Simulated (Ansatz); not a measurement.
# GeSiH6O (SMILES [OH][GeH2][SiH3]) at wB97X/cc-pVDZ

What is the electronic atomisation energy of GeSiH6O at wB97X/cc-pVDZ? 

The results are computed with Ansatz 0.2.0.

63 further runs of the same task are left out: 63 set aside as unsound or not needed. Runs told in other sessions of the task aren't counted.

## 1. The system as given

The species is GeSiH6O (9 atoms), meant as a singlet with charge 0. As SMILES, `[OH][GeH2][SiH3]`. The shape is that of a PBE0-D4/def2-TZVP optimisation. This is one conformer, not always the lowest.

Bond lengths: O1–Ge2 1.791 Å, Ge2–Si3 2.389 Å, O1–H4 0.960 Å, Ge2–H5 1.546 Å, Ge2–H6 1.536 Å, Si3–H7 1.488 Å, Si3–H8 1.488 Å, Si3–H9 1.486 Å. Some angles: O1–Ge2–Si3 109.9°, O1–Ge2–H5 109.2°, O1–Ge2–H6 103.6°, Si3–Ge2–H5 111.3°, Si3–Ge2–H6 113.0°, Ge2–O1–H4 112.4°, Ge2–Si3–H7 110.2°, Ge2–Si3–H8 109.3°, Ge2–Si3–H9 110.4°, H5–Ge2–H6 109.6°.

## 2. The energy at wB97X/cc-pVDZ

input.yaml reads:

```yaml
basis:
  gaussian:
    orbitals: cc-pVDZ
crystal:
  periodic: [false, false, false]
  atoms:
    - symbol: O
      position_ang: [-1.665400, 1.003200, -0.854800]
    - symbol: Ge
      position_ang: [0.086300, 0.899600, -0.495500]
    - symbol: Si
      position_ang: [0.525800, -1.010700, 0.870400]
    - symbol: H
      position_ang: [-1.973400, 0.267900, -1.389000]
    - symbol: H
      position_ang: [0.873700, 0.832100, -1.824400]
    - symbol: H
      position_ang: [0.388100, 2.226700, 0.215900]
    - symbol: H
      position_ang: [1.986000, -1.132800, 1.128400]
    - symbol: H
      position_ang: [0.060100, -2.236200, 0.166300]
    - symbol: H
      position_ang: [-0.192800, -0.896100, 2.165800]
hamiltonian:
  xc: {name: wB97X}
output: {orbitals: {seedname: orbitals}}
accuracy: high
```

The run is started by

```
$ ansatz run input.yaml --threads 1 --pin off --max-ram 3480MiB --events-out events.jsonl --progress --plain --runs-dir runs
```

Standard output:

```text
Warning: RAYON_NUM_THREADS=1 ignored (pool sized by the plan → 1); use --threads N
Functional definition: wB97X
  name "wB97X"
  parameter omega = 0.3/bohr
  parameter cx = 0.157706
  parameter cx1 = 0.726479
  parameter cx2 = 1.04760
  parameter cx3 = -5.70635
  parameter cx4 = 13.2794
  parameter css1 = -4.33879
  parameter css2 = 18.2308
  parameter css3 = -31.7430
  parameter css4 = 17.2901
  parameter cos1 = 2.37031
  parameter cos2 = -11.3995
  parameter cos3 = 6.58405
  parameter cos4 = -3.78132
  exchange = spin_sum(e_x_unif_sr(omega)*poly(b97_u_x, 1 - cx, cx1, cx2, cx3, cx4)) + cx*exact_x_sr(omega)
      + exact_x_lr(omega)
  correlation = spin_sum(e_c_pw_same_spin*poly(b97_u_same, 1, css1, css2, css3, css4))
      + integral(e_c_pw_opposite_spin*poly(b97_u_opposite, 1, cos1, cos2, cos3, cos4))
2066 factors; integrals over basis functions are off by at most 4.7e-9 eV
391 factors; integrals over basis functions are off by at most 2.6e-9 eV
mean field evaluation 1: about -66536.8363 eV, gradient 4.4e1 eV
mean field evaluation 2: about -66535.3258 eV, gradient 5.4e1 eV
mean field evaluation 4: about -66540.4214 eV, gradient 4.9e-1 eV
mean field evaluation 8: about -66540.5037 eV, gradient 2.7e-2 eV
mean field evaluation 16: about -66540.5037 eV, gradient 3.3e-5 eV
mean field -66540.50367245 eV, -2445.3184071893 hartree, gradient 2.0e-8 eV, S^2 0.000000; 0 other end points of the search recorded, 0 dependent functions left out
reference -66540.50366911 eV, -2445.3184070666 hartree; 30, 30 occupied and 59, 59 virtual orbitals, 2066 factors
Total energy: -66540.50366911 eV, -2445.3184070666 hartree
```

It took 38 s on 1 thread of Arm Neoverse V1, shared host; peak memory 0.57 GiB.

## 3. The Ge atom

molecule.yaml reads:

```yaml
crystal:
  periodic: [false, false, false]
  atoms:
    - {symbol: Ge, position_ang: [0.000000, 0.000000, 0.000000]}
basis:
  gaussian:
    orbitals: cc-pVDZ
magnetization:
  spin_polarized: true
  initial_magnetization: 2
hamiltonian:
  xc: {name: wB97X}
accuracy: high
```

Run the same way, it converges to -2076.92352 Eh (log not shown).

## 4. The H atom at the same level

job.yaml reads:

```yaml
crystal:
  periodic: [false, false, false]
  atoms:
    - {symbol: H, position_ang: [0.000000, 0.000000, 0.000000]}
basis:
  gaussian:
    orbitals: cc-pVDZ
total_charge: 0
magnetization:
  spin_polarized: true
  initial_magnetization: 1
hamiltonian:
  xc: {name: wB97X}
accuracy: high
```

The run is started by

```
$ ansatz run job.yaml --threads 1 --pin off --max-ram 3480MiB --events-out events.jsonl --progress --plain --runs-dir runs
```

Standard output, shortened:

```text
Warning: RAYON_NUM_THREADS=1 ignored (pool sized by the plan → 1); use --threads N
[... 2 set-up lines as earlier in the session ...]
[...]
      + exact_x_lr(omega)
[...]
      + integral(e_c_pw_opposite_spin*poly(b97_u_opposite, 1, cos1, cos2, cos3, cos4))
15 factors; integrals over basis functions are off by at most 4.6e-8 eV
15 factors; integrals over basis functions are off by at most 1.0e-9 eV
[...]
mean field -13.62208925 eV, -0.5006025464 hartree, gradient 3.8e-9 eV, S^2 0.750000; 0 other end points of the search recorded, 0 dependent functions left out
reference -13.62208946 eV, -0.5006025542 hartree; 1, 0 occupied and 4, 5 virtual orbitals, 15 factors
Total energy: -13.62208946 eV, -0.5006025542 hartree
```

It took 0.5 s on 1 thread of Arm Neoverse V1, shared host.

## 5. The O atom at the same level

run.yaml reads:

```yaml
crystal:
  periodic: [false, false, false]
  atoms:
    - {symbol: O, position_ang: [0.000000, 0.000000, 0.000000]}
basis:
  gaussian:
    orbitals: cc-pVDZ
total_charge: 0
magnetization:
  spin_polarized: true
  initial_magnetization: 2
hamiltonian:
  xc: {name: wB97X}
accuracy: high
```

Run the same way, it converges to -75.05025 Eh (log not shown).

## 6. The Si atom, same level

molecule.yaml: that of step 3 with these lines changed.

```diff
@@ -3,3 +3,3 @@
   atoms:
-    - {symbol: Ge, position_ang: [0.000000, 0.000000, 0.000000]}
+    - {symbol: Si, position_ang: [0.000000, 0.000000, 0.000000]}
 basis:
```

Run the same way, it converges to -289.35699 Eh (log not shown).

## 7. What came out

Level: wB97X/cc-pVDZ.

```
                     quantity           value
       molecule: total energy  -2445.31841 Eh
        molecule: HOMO energy        -9.88 eV
        molecule: LUMO energy         1.97 eV
      molecule: HOMO–LUMO gap        11.86 eV
        Ge atom: total energy  -2076.92352 Eh
                Ge atom: ⟨S²⟩           2.002
         H atom: total energy     -0.50060 Eh
                 H atom: ⟨S²⟩           0.750
         O atom: total energy    -75.05025 Eh
                 O atom: ⟨S²⟩           2.003
        Si atom: total energy   -289.35699 Eh
                Si atom: ⟨S²⟩           2.004
electronic atomisation energy       26.777 eV
```

**Reading.** Taking the molecule apart into free atoms costs 26.78 eV (2584 kJ/mol), before zero-point energy and without spin-orbit coupling.
